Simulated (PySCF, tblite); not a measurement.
**C₆H₉ClSi: geometry, infrared bands and NMR shifts**

Aim: predict the infrared bands and NMR shifts of C₆H₉ClSi (`C=CC1=CC[Si@H](Cl)C1`).

Computed with tblite 0.8.0 and PySCF 2.14.0, with density-fitted response routines of our own, on a single molecule in the gas phase. Atoms count from 0, in the outputs and in this text.

**1. Starting geometry**

17 atoms, charge 0, multiplicity 1; geometry from: force field or distance geometry start.

Bonds of the start (Å): C0–C1 1.32, C1–C2 1.48, C2–C3 1.27, C3–C4 1.47, C4–Si5 1.89, Si5–Cl6 2.07, Si5–C7 1.88, C7–C2 1.49, C0–H8 1.08, C0–H9 1.07, C1–H10 1.08, C3–H11 1.14, C4–H12 1.11, C4–H13 1.09, Si5–H14 1.47, C7–H15 1.10, C7–H16 1.12.

**2. Optimising the geometry with GFN2-xTB**

What the job is given:

```
{"job": {"kind": "relax", "xc": "GFN2-xTB", "basis": "xTB"}, "charge": 0, "multiplicity": 1}
C      2.730000    -0.069400    -0.508600
C      1.761900    -0.911000    -0.196200
C      0.360500    -0.435500    -0.073000
C     -0.611900    -1.198600     0.221000
C     -1.981300    -0.668500     0.328400
Si    -1.561600     1.153900     0.574100
Cl    -2.921200     2.398400    -0.366700
C      0.078800     1.002500    -0.330300
H      2.578400     0.978300    -0.704800
H      3.720500    -0.459900    -0.570800
H      2.027900    -1.941500    -0.012300
H     -0.464400    -2.303900     0.438100
H     -2.525100    -0.776000    -0.632100
H     -2.544100    -1.069500     1.167300
H     -1.381000     1.440200     2.006900
H      0.832200     1.694100     0.074700
H     -0.106600     1.178600    -1.425500
```

On the command line:

```console
> OMP_NUM_THREADS=1 python probes_run.py task.json out
```

This one command runs all jobs of the session in turn.

**Question.** This job is followed by: GFN2-xTB harmonic vibrations, gas phase; GIAO PBE0/pcSseg-1 NMR shielding, non-relativistic, gas phase. Predict these results of the whole session: strongest single infrared mode (GFN2-xTB); zero-point energy (GFN2-xTB); 13C shifts against TMS (PBE0/pcSseg-1); 1H shifts against TMS (PBE0/pcSseg-1); 29Si shifts against TMS (PBE0/pcSseg-1); 35Cl shifts against HCl (PBE0/pcSseg-1); surface potential, 1st and 99th percentile.

**Answer**, as computed:

| quantity | value |
| --- | --- |
| strongest single infrared mode (GFN2-xTB) | 2259 cm⁻¹, 266 km/mol |
| zero-point energy (GFN2-xTB) | 80.6 kcal/mol |
| 13C shifts against TMS (PBE0/pcSseg-1) | 148.1, 144.7, 140.3, 120.5, 27.2, 22.8 ppm |
| 1H shifts against TMS (PBE0/pcSseg-1) | 6.83, 6.10, 5.65, 5.42, 5.39, 2.13, 1.99, 1.87, 1.76 ppm |
| 29Si shifts against TMS (PBE0/pcSseg-1) | 22.9 ppm |
| 35Cl shifts against HCl (PBE0/pcSseg-1) | -16 ppm |
| surface potential, 1st and 99th percentile | -0.63 V and 1.04 V |

What this shows: The optimisation took 100 steps and gained 0.528 eV; among the close pairs (by a distance rule), C2–C3 changed most, from 1.271 to 1.336 Å. No mode is imaginary among the 45: a minimum at this level. The strongest single mode, at 2259 cm⁻¹, moves mainly H14. GFN2-xTB is a fitted tight-binding method: band positions and strengths are rough. Its intensities can rank the bands wrongly. At PBE0/pcSseg-1: The widest tensor belongs to C1: span 220 ppm, with a paramagnetic part of -209 ppm. At PBE0/pcSseg-1, counted by nearest atom on the grid, the HOMO lies on C0, C3 about 25 % each; C2 18 %, the LUMO on C0, C3 about 22 % each; C1, C2 about 14 % each.
